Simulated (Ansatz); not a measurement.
# H₅NOSi + H₂O: a complex and its separated parts

Aim: how far the complex at one end of a reaction step lies below its separated, relaxed parts, level by level.

Computed with Ansatz 0.2.0, Gaussian basis. Level: PBE0-D4/def2-TZVP structures, single points in def2-TZVPP, no counterpoise correction.

Levels: SPW92, PBE-D4, BLYP-D4, r2SCAN-D4, B97M-V, PBE0-D4, B3LYP-D4, r2SCAN0-D4, BHLYP-D4, CAM-B3LYP-D4, wB97X-V, wB97M-V, B2PLYP, PBE-QIDH, RPA on PBE, Hartree-Fock, MP2, CCSD, CCSD(T).

Correlated methods freeze the cores. B3LYP uses VWN-RPA correlation. B2PLYP carries no dispersion term here.

94 further runs of the same task are left out: 94 set aside as unsound or not needed.

## Step 1: The starting structure

The complex: 11 atoms, charge 0, spin multiplicity 1.

Atoms are counted from 1 here; the program's logs count them from 0.

Bond lengths: Si1–H3 1.489 Å, Si1–H4 1.484 Å, Si1–O5 1.629 Å, Si1–N7 1.745 Å, O2–H6 0.976 Å, O2–H8 0.959 Å, O5–H9 0.973 Å, N7–H10 1.010 Å, N7–H11 1.011 Å. Angles: H3–Si1–H4 110.0°, H3–Si1–O5 114.3°, H3–Si1–N7 103.5°, H4–Si1–O5 105.7°, H4–Si1–N7 114.3°, O5–Si1–N7 109.3°, H6–O2–H8 106.6°, Si1–O5–H9 113.8°, Si1–N7–H10 116.4°, Si1–N7–H11 117.6°, H10–N7–H11 109.3°.

Coordinates:

```
Si   -1.1161   -0.6153   -0.0710
O     1.9471    0.3781    0.8083
H    -0.7442   -1.7479   -0.9631
H    -2.5912   -0.5446    0.0718
O    -0.5318   -0.7360    1.4452
H     1.3729    0.6439    0.0646
N    -0.4046    0.7711   -0.8559
H     2.7215   -0.0352    0.4218
H     0.4172   -0.5343    1.5174
H    -0.3412    0.7336   -1.8636
H    -0.7295    1.6867   -0.5757
```

Its parts: H₅NOSi holds atoms 1, 3, 4, 5, 7, 9, 10, 11; H₂O holds atoms 2, 6, 8. Each part counts its atoms afresh in its own runs.

## Step 2: Relaxing H₅NOSi alone

relax-a/in.yaml

```yaml
crystal:
  periodic: [false, false, false]
  atoms:
    - {symbol: Si, position_ang: [-1.116056, -0.615308, -0.071007]}
    - {symbol: H, position_ang: [-0.744189, -1.747917, -0.963071]}
    - {symbol: H, position_ang: [-2.591166, -0.544636, 0.071820]}
    - {symbol: O, position_ang: [-0.531836, -0.736022, 1.445188]}
    - {symbol: N, position_ang: [-0.404561, 0.771108, -0.855903]}
    - {symbol: H, position_ang: [0.417154, -0.534312, 1.517420]}
    - {symbol: H, position_ang: [-0.341222, 0.733587, -1.863597]}
    - {symbol: H, position_ang: [-0.729507, 1.686703, -0.575653]}
basis:
  gaussian: {orbitals: def2-TZVP}
hamiltonian: {xc: pbe0, dispersion: d4}
relax: {f_tol: 0.005, max_steps: 200}
```

The run is started by

```bash
> ansatz run in.yaml --threads 4 --pin off --events-out ev --progress --plain --max-ram 9574MiB
```

Log, shortened:

```text
Functional definition: PBE0
  name "PBE0"
  cite "Adamo & Barone, J. Chem. Phys. 110, 6158 (1999) doi:10.1063/1.478522"
  cite "Perdew, Burke & Ernzerhof, Phys. Rev. Lett. 77, 3865 (1996) doi:10.1103/PhysRevLett.77.3865"
  parent pbe
[...]
794 factors; their error is unknown
[...]
mean field -11492.64813740 eV, -422.3470290526 hartree, gradient 4.9e-5 eV, S^2 0.000000; 0 other end points of the search recorded, 0 dependent functions left out
[...]
reference -11492.64816448 eV, -422.3470300480 hartree; 17, 17 occupied and 112, 112 virtual orbitals, 794 factors
[...]
Atom 0 at    -1.139508    -0.567633    -0.078388 Å, force    -0.000541    -0.001282     0.000323 eV/Å
Atom 1 at    -0.751065    -1.730613    -0.920170 Å, force     0.000062    -0.000403     0.000523 eV/Å
Atom 2 at    -2.591068    -0.524756     0.203421 Å, force    -0.000179     0.000772    -0.000344 eV/Å
Atom 3 at    -0.487657    -0.700302     1.430843 Å, force     0.000518    -0.000480     0.000270 eV/Å
Atom 4 at    -0.670649     0.796382    -0.987830 Å, force    -0.000371     0.001027    -0.000740 eV/Å
Atom 5 at     0.466957    -0.752637     1.494643 Å, force    -0.000064     0.000441    -0.000262 eV/Å
Atom 6 at     0.038346     0.751146    -1.698331 Å, force     0.001076     0.000040    -0.000699 eV/Å
Atom 7 at    -0.906740     1.741616    -0.738991 Å, force    -0.000501    -0.000115     0.000929 eV/Å
Dipole moment:     0.388496     0.233889    -0.208191 e Å
```

Run time: 22 s. Hardware: 4 threads of Arm Neoverse V2, shared host.

The steps of the relaxation: (the energy doesn't fall at every step)

```tsv
step	energy from step 1 (eV)	largest force component (eV/Å)
1	0.0000	0.8904
2	-0.0195	0.4719
3	-0.0317	0.2057
4	-0.0363	0.2011
5	-0.0397	0.0642
6	-0.0404	0.1446
7	-0.0422	0.0285
8	-0.0425	0.0281
9	-0.0427	0.0535
10	-0.0429	0.0427
11	-0.0431	0.0468
12	-0.0433	0.0150
13	-0.0281	0.8785
14	-0.0434	0.0494
15	-0.0437	0.0166
16	-0.0427	0.2390
17	-0.0434	0.0875
18	-0.0438	0.0033
19	-0.0439	0.0349
20	-0.0439	0.0203
21	-0.0439	0.0071
22	-0.0439	0.0013
```

Close pairs (by a distance rule), those that changed most:

```tsv
bond	before (Å)	after (Å)	change (Å)
Si1–N5	1.745	1.705	-0.040
Si1–O4	1.629	1.649	+0.020
O4–H6	0.973	0.958	-0.015
N5–H7	1.010	1.005	-0.006
N5–H8	1.011	1.006	-0.006
Si1–H3	1.484	1.479	-0.004
Si1–H2	1.489	1.487	-0.002
```

## Step 3: Relaxing H₂O alone

relax-b/in.yaml

```yaml
crystal:
  periodic: [false, false, false]
  atoms:
    - {symbol: O, position_ang: [1.947057, 0.378092, 0.808260]}
    - {symbol: H, position_ang: [1.372913, 0.643896, 0.064640]}
    - {symbol: H, position_ang: [2.721513, -0.035190, 0.421802]}
basis:
  gaussian: {orbitals: def2-TZVP}
hamiltonian: {xc: pbe0, dispersion: d4}
relax: {f_tol: 0.005, max_steps: 200}
```

The run is started by

```bash
> ansatz run in.yaml --threads 4 --pin off --events-out ev --progress --plain --max-ram 9574MiB
```

Log, shortened:

```text
Functional definition: PBE0
  name "PBE0"
  cite "Adamo & Barone, J. Chem. Phys. 110, 6158 (1999) doi:10.1063/1.478522"
  cite "Perdew, Burke & Ernzerhof, Phys. Rev. Lett. 77, 3865 (1996) doi:10.1103/PhysRevLett.77.3865"
  parent pbe
[...]
239 factors; their error is unknown
[...]
mean field -2078.32366832 eV, -76.3769860725 hartree, gradient 3.2e-5 eV, S^2 0.000000; 0 other end points of the search recorded, 0 dependent functions left out
[...]
reference -2078.33309074 eV, -76.3773323400 hartree; 5, 5 occupied and 38, 38 virtual orbitals, 239 factors
Total energy: -2078.33734643 eV, -76.3774887335 hartree
Atom 0 at     1.941188     0.381188     0.810262 Å, force    -0.001517     0.000858     0.001975 eV/Å
Atom 1 at     1.387741     0.636450     0.069096 Å, force     0.000951    -0.000506    -0.000449 eV/Å
Atom 2 at     2.712554    -0.030840     0.415344 Å, force     0.000567    -0.000351    -0.001526 eV/Å
Dipole moment:     0.080363    -0.057810    -0.418934 e Å
```

Wall time 0.6 s (4 threads of Arm Neoverse V2, shared host).

Relaxation path:

```tsv
step	energy from step 1 (eV)	largest force component (eV/Å)
1	0.0000	0.6147
2	-0.0087	0.1487
3	-0.0093	0.0430
4	-0.0094	0.0020
```

Distances of close pairs at the start and the end, largest changes first:

```tsv
bond	before (Å)	after (Å)	change (Å)
O1–H2	0.976	0.960	-0.017
O1–H3	0.959	0.960	+0.000
```

## Step 4: SPW92/def2-TZVPP

parta/in.yaml

```yaml
crystal:
  periodic: [false, false, false]
  atoms:
    - {symbol: Si, position_ang: [-1.139508, -0.567633, -0.078388]}
    - {symbol: H, position_ang: [-0.751065, -1.730613, -0.920170]}
    - {symbol: H, position_ang: [-2.591068, -0.524756, 0.203421]}
    - {symbol: O, position_ang: [-0.487657, -0.700302, 1.430843]}
    - {symbol: N, position_ang: [-0.670649, 0.796382, -0.987830]}
    - {symbol: H, position_ang: [0.466957, -0.752637, 1.494643]}
    - {symbol: H, position_ang: [0.038346, 0.751146, -1.698331]}
    - {symbol: H, position_ang: [-0.906740, 1.741616, -0.738991]}
basis:
  gaussian: {orbitals: def2-TZVPP}
hamiltonian: {xc: lda}
```

partb/in.yaml

```yaml
crystal:
  periodic: [false, false, false]
  atoms:
    - {symbol: O, position_ang: [1.941188, 0.381188, 0.810262]}
    - {symbol: H, position_ang: [1.387741, 0.636450, 0.069096]}
    - {symbol: H, position_ang: [2.712554, -0.030840, 0.415344]}
basis:
  gaussian: {orbitals: def2-TZVPP}
hamiltonian: {xc: lda}
```

The same command starts each run, in its folder.

The run is started by

```bash
> ansatz run in.yaml --threads 4 --pin off --events-out ev --progress --plain --max-ram 9574MiB
```

parta printed, shortened:

```text
Functional definition: SPW92
  name "SPW92"
  cite "Dirac, Proc. Camb. Phil. Soc. 26, 376 (1930) doi:10.1017/S0305004100016108"
  cite "Slater, Phys. Rev. 81, 385 (1951) doi:10.1103/PhysRev.81.385"
  cite "Perdew & Wang, Phys. Rev. B 45, 13244 (1992) doi:10.1103/PhysRevB.45.13244"
[...]
889 factors; their error is unknown
[...]
mean field -11440.77018787 eV, -420.4405495715 hartree, gradient 5.9e-5 eV, S^2 0.000000; 0 other end points of the search recorded, 0 dependent functions left out
reference -11440.77022208 eV, -420.4405508290 hartree; 17, 17 occupied and 157, 157 virtual orbitals, 889 factors
Total energy: -11440.77022208 eV, -420.4405508290 hartree
```

Output in partb, shortened:

```text
Functional definition: SPW92
  name "SPW92"
  cite "Dirac, Proc. Camb. Phil. Soc. 26, 376 (1930) doi:10.1017/S0305004100016108"
  cite "Slater, Phys. Rev. 81, 385 (1951) doi:10.1103/PhysRev.81.385"
  cite "Perdew & Wang, Phys. Rev. B 45, 13244 (1992) doi:10.1103/PhysRevB.45.13244"
[...]
269 factors; their error is unknown
[...]
mean field -2065.39692911 eV, -75.9019371684 hartree, gradient 5.3e-5 eV, S^2 0.000000; 0 other end points of the search recorded, 0 dependent functions left out
reference -2065.39694794 eV, -75.9019378604 hartree; 5, 5 occupied and 54, 54 virtual orbitals, 269 factors
Total energy: -2065.39694794 eV, -75.9019378604 hartree
```

Wall times: 0.5 s (parta), 0.1 s (partb) on 4 threads of Arm Neoverse V2, shared host.

## Step 5: PBE-D4/def2-TZVPP

Each input of step 4 (parta, partb) changes in the same lines:

```diff
-hamiltonian: {xc: lda}
+hamiltonian: {xc: pbe, dispersion: d4}
```

One command serves all of them, each in its own folder.

The run is started by

```bash
> ansatz run in.yaml --threads 4 --pin off --events-out ev --progress --plain --max-ram 9574MiB
```

Output in parta, shortened:

```text
Functional definition: PBE
  name "PBE"
  cite "Perdew, Burke & Ernzerhof, Phys. Rev. Lett. 77, 3865 (1996) doi:10.1103/PhysRevLett.77.3865"
  parent pbe
[...]
889 factors; their error is unknown
[...]
mean field -11491.81825376 eV, -422.3165313915 hartree, gradient 5.9e-5 eV, S^2 0.000000; 0 other end points of the search recorded, 0 dependent functions left out
reference -11491.81829011 eV, -422.3165327274 hartree; 17, 17 occupied and 157, 157 virtual orbitals, 889 factors
Total energy: -11491.93275290 eV, -422.3207391572 hartree
```

Log of partb, shortened:

```text
Functional definition: PBE
  name "PBE"
  cite "Perdew, Burke & Ernzerhof, Phys. Rev. Lett. 77, 3865 (1996) doi:10.1103/PhysRevLett.77.3865"
  parent pbe
[...]
269 factors; their error is unknown
[...]
mean field -2078.40754132 eV, -76.3800683484 hartree, gradient 4.4e-5 eV, S^2 0.000000; 0 other end points of the search recorded, 0 dependent functions left out
reference -2078.40756180 eV, -76.3800691008 hartree; 5, 5 occupied and 54, 54 virtual orbitals, 269 factors
Total energy: -2078.41287868 eV, -76.3802644925 hartree
```

Wall times: 0.75 s (parta), 0.15 s (partb) on 4 threads of Arm Neoverse V2, shared host.

## Step 6: BLYP-D4/def2-TZVPP

Each input of step 5 (parta, partb) changes in the same lines:

```diff
-hamiltonian: {xc: pbe, dispersion: d4}
+hamiltonian: {xc: {name: BLYP}, dispersion: d4}
```

One command serves all of them, each in its own folder.

The run is started by

```bash
> ansatz run in.yaml --threads 4 --pin off --events-out ev --progress --plain --max-ram 9574MiB
```

Log of parta, shortened:

```text
Functional definition: BLYP
  name "BLYP"
  cite "Becke, Phys. Rev. A 38, 3098 (1988) doi:10.1103/PhysRevA.38.3098"
  cite "Lee, Yang & Parr, Phys. Rev. B 37, 785 (1988) doi:10.1103/PhysRevB.37.785"
[...]
889 factors; their error is unknown
[...]
mean field -11499.08635791 eV, -422.5836292925 hartree, gradient 4.2e-5 eV, S^2 0.000000; 0 other end points of the search recorded, 0 dependent functions left out
reference -11499.08666314 eV, -422.5836405096 hartree; 17, 17 occupied and 157, 157 virtual orbitals, 889 factors
Total energy: -11499.34540462 eV, -422.5931490835 hartree
```

partb printed, shortened:

```text
Functional definition: BLYP
  name "BLYP"
  cite "Becke, Phys. Rev. A 38, 3098 (1988) doi:10.1103/PhysRevA.38.3098"
  cite "Lee, Yang & Parr, Phys. Rev. B 37, 785 (1988) doi:10.1103/PhysRevB.37.785"
[...]
269 factors; their error is unknown
[...]
mean field -2080.27676009 eV, -76.4487608712 hartree, gradient 8.7e-5 eV, S^2 0.000000; 0 other end points of the search recorded, 0 dependent functions left out
reference -2080.27694964 eV, -76.4487678370 hartree; 5, 5 occupied and 54, 54 virtual orbitals, 269 factors
Total energy: -2080.28979164 eV, -76.4492397715 hartree
```

They took 0.85 s (parta), 0.15 s (partb) on 4 threads of Arm Neoverse V2, shared host.

## Step 7: r2SCAN-D4/def2-TZVPP

Each input of step 6 (parta, partb) changes in the same lines:

```diff
-hamiltonian: {xc: {name: BLYP}, dispersion: d4}
+hamiltonian: {xc: r2scan, dispersion: d4}
```

The same command starts each run, in its folder.

The run is started by

```bash
> ansatz run in.yaml --threads 4 --pin off --events-out ev --progress --plain --max-ram 9574MiB
```

Log of parta, shortened:

```text
Functional definition: r2SCAN
  name "r2SCAN"
  cite "Furness, Kaplan, Ning, Perdew & Sun, J. Phys. Chem. Lett. 11, 8208 (2020) doi:10.1021/acs.jpclett.0c02405"
  cite "Furness, Kaplan, Ning, Perdew & Sun, J. Phys. Chem. Lett. 11, 9248 (2020) doi:10.1021/acs.jpclett.0c03077"
  parent r2scan
[...]
889 factors; their error is unknown
[...]
mean field -11497.54993744 eV, -422.5271668816 hartree, gradient 2.1e-5 eV, S^2 0.000000; 0 other end points of the search recorded, 0 dependent functions left out
reference -11497.54994830 eV, -422.5271672807 hartree; 17, 17 occupied and 157, 157 virtual orbitals, 889 factors
Total energy: -11497.57676654 eV, -422.5281528327 hartree
```

partb printed, shortened:

```text
Functional definition: r2SCAN
  name "r2SCAN"
  cite "Furness, Kaplan, Ning, Perdew & Sun, J. Phys. Chem. Lett. 11, 8208 (2020) doi:10.1021/acs.jpclett.0c02405"
  cite "Furness, Kaplan, Ning, Perdew & Sun, J. Phys. Chem. Lett. 11, 9248 (2020) doi:10.1021/acs.jpclett.0c03077"
  parent r2scan
[...]
269 factors; their error is unknown
[...]
mean field -2079.58113053 eV, -76.4231969564 hartree, gradient 8.5e-5 eV, S^2 0.000000; 0 other end points of the search recorded, 0 dependent functions left out
reference -2079.58113574 eV, -76.4231971477 hartree; 5, 5 occupied and 54, 54 virtual orbitals, 269 factors
Total energy: -2079.58240822 eV, -76.4232439106 hartree
```

They took 1.7 s (parta), 0.4 s (partb) on 4 threads of Arm Neoverse V2, shared host.

## Step 8: B97M-V/def2-TZVPP

The same edit goes into each in.yaml of step 7 (parta, partb):

```diff
-hamiltonian: {xc: r2scan, dispersion: d4}
+hamiltonian: {xc: {name: B97M-V}}
```

The same command starts each run, in its folder.

The run is started by

```bash
> ansatz run in.yaml --threads 4 --pin off --events-out ev --progress --plain --max-ram 9574MiB
```

parta printed, shortened:

```text
Functional definition: B97M-V
  name "B97M-V"
  cite "Mardirossian & Head-Gordon, J. Chem. Phys. 142, 074111 (2015) doi:10.1063/1.4907719"
  cite "Becke, J. Chem. Phys. 107, 8554 (1997) doi:10.1063/1.475007"
  cite "Vydrov & Van Voorhis, J. Chem. Phys. 133, 244103 (2010) doi:10.1063/1.3521275"
  # Of w^i u^j: cxij and so on, Table III.
[...]
  gx(w, u) = cx00 + cx01*u + cx02*u^2 + (cx10 + cx11*u)*w
[...]
  gos(w, u) = cos00 + cos01*u + cos03*u^3 + cos10*w + cos32*w^3*u^2
[...]
      + integral(e_c_pw_mod_opposite_spin*gos(b97_w_opposite, b97_u_opposite)) + vv10(b, c)
889 factors; their error is unknown
[...]
mean field -11497.20066723 eV, -422.5143314381 hartree, gradient 6.9e-5 eV, S^2 0.000000; 0 other end points of the search recorded, 0 dependent functions left out
reference -11497.20072202 eV, -422.5143334518 hartree; 17, 17 occupied and 157, 157 virtual orbitals, 889 factors
Total energy: -11497.20072202 eV, -422.5143334518 hartree
```

Log of partb, shortened:

```text
Functional definition: B97M-V
  name "B97M-V"
  cite "Mardirossian & Head-Gordon, J. Chem. Phys. 142, 074111 (2015) doi:10.1063/1.4907719"
  cite "Becke, J. Chem. Phys. 107, 8554 (1997) doi:10.1063/1.475007"
  cite "Vydrov & Van Voorhis, J. Chem. Phys. 133, 244103 (2010) doi:10.1063/1.3521275"
  # Of w^i u^j: cxij and so on, Table III.
[...]
  gx(w, u) = cx00 + cx01*u + cx02*u^2 + (cx10 + cx11*u)*w
[...]
  gos(w, u) = cos00 + cos01*u + cos03*u^3 + cos10*w + cos32*w^3*u^2
[...]
      + integral(e_c_pw_mod_opposite_spin*gos(b97_w_opposite, b97_u_opposite)) + vv10(b, c)
269 factors; their error is unknown
[...]
mean field -2079.93549423 eV, -76.4362195819 hartree, gradient 2.9e-5 eV, S^2 0.000000; 0 other end points of the search recorded, 0 dependent functions left out
reference -2079.93552104 eV, -76.4362205673 hartree; 5, 5 occupied and 54, 54 virtual orbitals, 269 factors
Total energy: -2079.93552104 eV, -76.4362205673 hartree
```

They took 3 s (parta), 0.4 s (partb) on 4 threads of Arm Neoverse V2, shared host.

[end of part 1 of 3]
